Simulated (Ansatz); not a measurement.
**F6S: relaxing the atoms, harmonic vibrations and batch of displaced points**

Aim: for F6S, 3 runs in a chain (relaxing the atoms, harmonic vibrations and batch of displaced points).

Computed with Ansatz 0.2.0 (DFT PBE0, Gaussian basis cc-pV(T+d)Z, unless a step's input says otherwise).

## Step 1: The structure to begin with

Bond lengths: S1–F2 1.570 Å, S1–F3 1.570 Å, S1–F4 1.570 Å, S1–F5 1.570 Å, S1–F6 1.570 Å, S1–F7 1.570 Å. Angles (14 of 15 angles, heavy atoms first): F2–S1–F3 180.0°, F2–S1–F4 90.0°, F2–S1–F5 90.0°, F2–S1–F6 90.0°, F2–S1–F7 90.0°, F3–S1–F4 90.0°, F3–S1–F5 90.0°, F3–S1–F6 90.0°, F3–S1–F7 90.0°, F4–S1–F5 180.0°, F4–S1–F6 90.0°, F4–S1–F7 90.0°, F5–S1–F6 90.0°, F5–S1–F7 90.0°.

Structure file:

```xyz
7

S     0.0000    0.0000    0.0000
F     1.5700    0.0000    0.0000
F    -1.5700    0.0000    0.0000
F     0.0000    1.5700    0.0000
F     0.0000   -1.5700    0.0000
F     0.0000    0.0000    1.5700
F     0.0000    0.0000   -1.5700
```

## Step 2: Relaxing the atoms: F6S

Contents of input.yaml:

```yaml
relax:
  f_tol: 0.001
  max_steps: 200
crystal:
  periodic: [false, false, false]
  atoms:
    - { symbol: S, position_ang: [0.0, 0.0, 0.0] }
    - { symbol: F, position_ang: [1.57, 0.0, 0.0] }
    - { symbol: F, position_ang: [-1.57, 0.0, 0.0] }
    - { symbol: F, position_ang: [0.0, 1.57, 0.0] }
    - { symbol: F, position_ang: [0.0, -1.57, 0.0] }
    - { symbol: F, position_ang: [0.0, 0.0, 1.57] }
    - { symbol: F, position_ang: [0.0, 0.0, -1.57] }
basis:
  gaussian: { orbitals: "cc-pV(T+d)Z.json" }
hamiltonian:
  xc: pbe0
```

The run is started by

```console
> ansatz run input.yaml --threads 4 --pin off --max-ram 14336MiB --backend cpu --events-out ev --progress --plain --runs-dir out
```

Standard output, shortened:

```text
Warning: RAYON_NUM_THREADS=4 ignored (pool sized by the plan → 4); use --threads N
[...]
Functional definition: PBE0
[...]
1189 factors; their error is unknown
[...]
mean field -27123.00876309 eV, -996.7521874078 hartree, gradient 5.5e-6 eV, S^2 0.000000; 0 other end points of the search recorded, 0 dependent functions left out
[...]
reference -27123.00877285 eV, -996.7521877667 hartree; 35, 35 occupied and 184, 184 virtual orbitals, 1189 factors
relax step   1: F+E_penalty+E_count = -27123.00876309 eV  Δ(F+E_penalty+E_count) = +0.000e0 eV  max|allowed force component| = 2.298e-1 eV/Å  Δτ_max = 0.0000 Å  (27 SCF iters, accepted)
[...]
relax step   4: F+E_penalty+E_count = -27123.01256025 eV  Δ(F+E_penalty+E_count) = -1.557e-7 eV  max|allowed force component| = 1.196e-3 eV/Å  Δτ_max = 0.0001 Å  (18 SCF iters, accepted)
[...]
relax step   5: F+E_penalty+E_count = -27123.01256035 eV  Δ(F+E_penalty+E_count) = -1.006e-7 eV  max|allowed force component| = 2.693e-7 eV/Å  Δτ_max = 0.0000 Å  (18 SCF iters, accepted)
1189 factors; their error is unknown
mean field -27123.01256035 eV, -996.7523269547 hartree, gradient 9.1e-6 eV, S^2 0.000000; 1 other end points of the search recorded, 0 dependent functions left out
[...]
reference -27123.01257015 eV, -996.7523273147 hartree; 35, 35 occupied and 184, 184 virtual orbitals, 1189 factors
Total energy: -27123.01257015 eV, -996.7523273147 hartree
Atom 0 at     0.000000     0.000000    -0.000000 Å, force     0.000000    -0.000000    -0.000000 eV/Å
Atom 1 at     1.564525     0.000000     0.000000 Å, force     0.000000     0.000000    -0.000000 eV/Å
Atom 2 at    -1.564525    -0.000000    -0.000000 Å, force    -0.000000     0.000000    -0.000000 eV/Å
Atom 3 at     0.000000     1.564525     0.000000 Å, force     0.000000     0.000000    -0.000000 eV/Å
Atom 4 at    -0.000000    -1.564525    -0.000000 Å, force     0.000000    -0.000000     0.000000 eV/Å
Atom 5 at     0.000000     0.000000     1.564525 Å, force     0.000000    -0.000000     0.000000 eV/Å
Atom 6 at     0.000000    -0.000000    -1.564525 Å, force    -0.000000     0.000000    -0.000000 eV/Å
Dipole moment:     0.000000    -0.000000    -0.000000 e Å
```

Run time: 15 s. Hardware: 4 threads of Intel Xeon Platinum 8375C at 2.90GHz (Ice Lake), shared host; peak memory 0.63 GiB.

Step by step:

```csv
step,energy from step 1 (eV),largest force component (eV/Å)
1,0.0000,0.2298
2,-0.0024,0.1410
3,-0.0038,0.0019
4,-0.0038,0.0012
5,-0.0038,0.0000
```

Step 1 is the start.

Before: Bond lengths: S1–F2 1.570 Å, S1–F3 1.570 Å, S1–F4 1.570 Å, S1–F5 1.570 Å, S1–F6 1.570 Å, S1–F7 1.570 Å. Angles (14 of 15 angles, heavy atoms first): F2–S1–F3 180.0°, F2–S1–F4 90.0°, F2–S1–F5 90.0°, F2–S1–F6 90.0°, F2–S1–F7 90.0°, F3–S1–F4 90.0°, F3–S1–F5 90.0°, F3–S1–F6 90.0°, F3–S1–F7 90.0°, F4–S1–F5 180.0°, F4–S1–F6 90.0°, F4–S1–F7 90.0°, F5–S1–F6 90.0°, F5–S1–F7 90.0°.

After: Bond lengths: S1–F2 1.565 Å, S1–F3 1.565 Å, S1–F4 1.565 Å, S1–F5 1.565 Å, S1–F6 1.565 Å, S1–F7 1.565 Å. Angles (14 of 15 angles, heavy atoms first): F2–S1–F3 180.0°, F2–S1–F4 90.0°, F2–S1–F5 90.0°, F2–S1–F6 90.0°, F2–S1–F7 90.0°, F3–S1–F4 90.0°, F3–S1–F5 90.0°, F3–S1–F6 90.0°, F3–S1–F7 90.0°, F4–S1–F5 180.0°, F4–S1–F6 90.0°, F4–S1–F7 90.0°, F5–S1–F6 90.0°, F5–S1–F7 90.0°.

## Step 3: Harmonic vibrations

It takes the final geometry of step 2.

Contents of input.yaml:

```yaml
crystal:
  periodic: [false, false, false]
  atoms:
    - { symbol: S, position_ang: [0.0, 0.0, 0.0] }
    - { symbol: F, position_ang: [1.56452509, 0.0, 0.0] }
    - { symbol: F, position_ang: [-1.56452509, 0.0, 0.0] }
    - { symbol: F, position_ang: [0.0, 1.56452509, 0.0] }
    - { symbol: F, position_ang: [0.0, -1.56452509, 0.0] }
    - { symbol: F, position_ang: [0.0, 0.0, 1.56452509] }
    - { symbol: F, position_ang: [0.0, 0.0, -1.56452509] }
basis:
  gaussian: { orbitals: "cc-pV(T+d)Z.json" }
hamiltonian:
  xc: pbe0
phonons: {}
```

The run is started by

```console
> ansatz run input.yaml --threads 4 --pin off --max-ram 14336MiB --backend cpu --events-out ev --progress --plain --runs-dir out
```

Standard output, shortened:

```text
Warning: RAYON_NUM_THREADS=4 ignored (pool sized by the plan → 4); use --threads N
[...]
[... 1 set-up line as earlier in the session ...]
[...]
1189 factors; their error is unknown
[...]
mean field -27123.01256035 eV, -996.7523269547 hartree, gradient 5.4e-6 eV, S^2 0.000000; 0 other end points of the search recorded, 0 dependent functions left out
[...]
reference -27123.01257015 eV, -996.7523273147 hartree; 35, 35 occupied and 184, 184 virtual orbitals, 1189 factors
[...]
1189 factors; their error is unknown
[...]
mean field -27123.01232198 eV, -996.7523181946 hartree, gradient 6.1e-7 eV, S^2 0.000000; 0 other end points of the search recorded, 0 dependent functions left out
[...]
reference -27123.01233177 eV, -996.7523185545 hartree; 35, 35 occupied and 184, 184 virtual orbitals, 1189 factors
[...]
1189 factors; their error is unknown
[...]
reference -27123.01251409 eV, -996.7523252546 hartree; 35, 35 occupied and 184, 184 virtual orbitals, 1189 factors
Total energy: -27123.01257015 eV, -996.7523273147 hartree
Atom 0 at     0.000000     0.000000     0.000000 Å, force     0.000000     0.000000     0.000000 eV/Å
Atom 1 at     1.564525     0.000000     0.000000 Å, force    -0.000000     0.000000     0.000000 eV/Å
Atom 2 at    -1.564525     0.000000     0.000000 Å, force     0.000000    -0.000000     0.000000 eV/Å
Atom 3 at     0.000000     1.564525     0.000000 Å, force    -0.000000    -0.000000    -0.000000 eV/Å
Atom 4 at     0.000000    -1.564525     0.000000 Å, force    -0.000000     0.000000     0.000000 eV/Å
Atom 5 at     0.000000     0.000000     1.564525 Å, force     0.000000    -0.000000    -0.000000 eV/Å
Atom 6 at     0.000000     0.000000    -1.564525 Å, force    -0.000000     0.000000     0.000000 eV/Å
Dipole moment:     0.000000     0.000000    -0.000000 e Å
Vibrations: 346.29 346.29 346.29 521.21 521.21 521.21 613.73 613.73 613.73 648.57 648.57 782.08 965.30 965.30 965.30 cm⁻¹, zero-point energy 0.583891 eV
```

Wall time 20 s (4 threads of Intel Xeon Platinum 8375C at 2.90GHz (Ice Lake), shared host); peak memory 0.63 GiB.

Harmonic frequencies from the force constants, with rigid motions projected out (i: imaginary):

| mode | cm⁻¹ |
| --- | --- |
| 1 | 346 |
| 2 | 346 |
| 3 | 346 |
| 4 | 521 |
| 5 | 521 |
| 6 | 521 |
| 7 | 614 |
| 8 | 614 |
| 9 | 614 |
| 10 | 649 |
| 11 | 649 |
| 12 | 782 |
| 13 | 966 |
| 14 | 966 |
| 15 | 966 |

## Step 4: Batch of displaced points

It takes final geometries of earlier steps.

Contents of input.yaml:

```yaml
basis:
  gaussian: { orbitals: "cc-pV(T+d)Z.json" }
hamiltonian:
  xc: pbe0
batch:
  members: [po.yaml, p0_1.yaml, p0_m1.yaml, p0_2.yaml, p0_m2.yaml, p1_1.yaml, ...]
output:
  forces: true
scf:
  lower_state_search: "off"
# p0_1.yaml, one of 481 members:
crystal:
  periodic: [false, false, false]
  atoms:
    - { symbol: S, position_ang: [0.0, 0.0, 0.0] }
    - { symbol: F, position_ang: [1.56452509, 0.01073808, 0.0] }
    - { symbol: F, position_ang: [-1.56452509, 0.01073808, 0.0] }
    - { symbol: F, position_ang: [0.0, 1.56452509, 0.0] }
    - { symbol: F, position_ang: [0.0, -1.56452509, 0.0] }
    - { symbol: F, position_ang: [0.0, -0.01073808, 1.56452509] }
    - { symbol: F, position_ang: [0.0, -0.01073808, -1.56452509] }
```

The run is started by

```console
> ansatz run input.yaml --threads 4 --pin off --max-ram 14336MiB --backend cpu --events-out ev --progress --plain --runs-dir out
```

Standard output, shortened:

```text
Warning: RAYON_NUM_THREADS=4 ignored (pool sized by the plan → 4); use --threads N
[...]
[... 1 set-up line as earlier in the session ...]
[...]
Member 476: Atom 4 at     0.000000    -1.559117     0.000624 Å, force    -0.000000    -0.368175    -0.039717 eV/Å
Member 476: Atom 5 at     0.000000     0.000624     1.569933 Å, force    -0.000000    -0.041451    -0.337794 eV/Å
Member 476: Atom 6 at     0.000000     0.000624    -1.559117 Å, force     0.000000    -0.039717    -0.368175 eV/Å
Member 476: Dipole moment:    -0.000000    -0.037325    -0.037325 e Å
Member 476: Checks for a lower state left out: stability, starts, cluster_reference, orbital_swaps, neighbouring_geometries, increment
Member 477: Total energy: -27123.00178534 eV, -996.7519309802 hartree
Member 477: Atom 0 at     0.007909     0.000000     0.007909 Å, force    -0.868489     0.000000    -0.868489 eV/Å
[...]
Member 480: Total energy: -27123.00178534 eV, -996.7519309802 hartree
Member 480: Atom 0 at    -0.007909     0.000000    -0.007909 Å, force     0.868489     0.000000     0.868489 eV/Å
Member 480: Atom 1 at     1.569933     0.000000     0.000624 Å, force    -0.337794    -0.000000    -0.041451 eV/Å
Member 480: Atom 2 at    -1.559117     0.000000     0.000624 Å, force    -0.368175     0.000000    -0.039717 eV/Å
Member 480: Atom 3 at     0.000624     1.564525     0.000624 Å, force    -0.040676    -0.000487    -0.040676 eV/Å
Member 480: Atom 4 at     0.000624    -1.564525     0.000624 Å, force    -0.040676     0.000487    -0.040676 eV/Å
Member 480: Atom 5 at     0.000624     0.000000     1.569933 Å, force    -0.041451     0.000000    -0.337794 eV/Å
Member 480: Atom 6 at     0.000624     0.000000    -1.559117 Å, force    -0.039717    -0.000000    -0.368175 eV/Å
Member 480: Dipole moment:    -0.037325     0.000000    -0.037325 e Å
Member 480: Checks for a lower state left out: stability, starts, cluster_reference, orbital_swaps, neighbouring_geometries, increment
```

It took 17 min on 4 threads of Intel Xeon Platinum 8375C at 2.90GHz (Ice Lake), shared host; peak memory 2.1 GiB.

## Step 5: The runs side by side

```
step  energy above the lowest (eV)  charge  2S+1 typed  ⟨S²⟩  dipole (D)    time
   2                         0.000       0           1  0.00        0.00    15 s
   3                         0.000       0           1  0.00        0.00    20 s
   4                         0.000       0           1  0.00        0.00  17 min
```

```
                     quantity            value
harmonic frequencies (step 3)  346 to 966 cm⁻¹
   zero-point energy (step 3)         0.584 eV
```

In words: In step 3 all modes are real: a minimum.
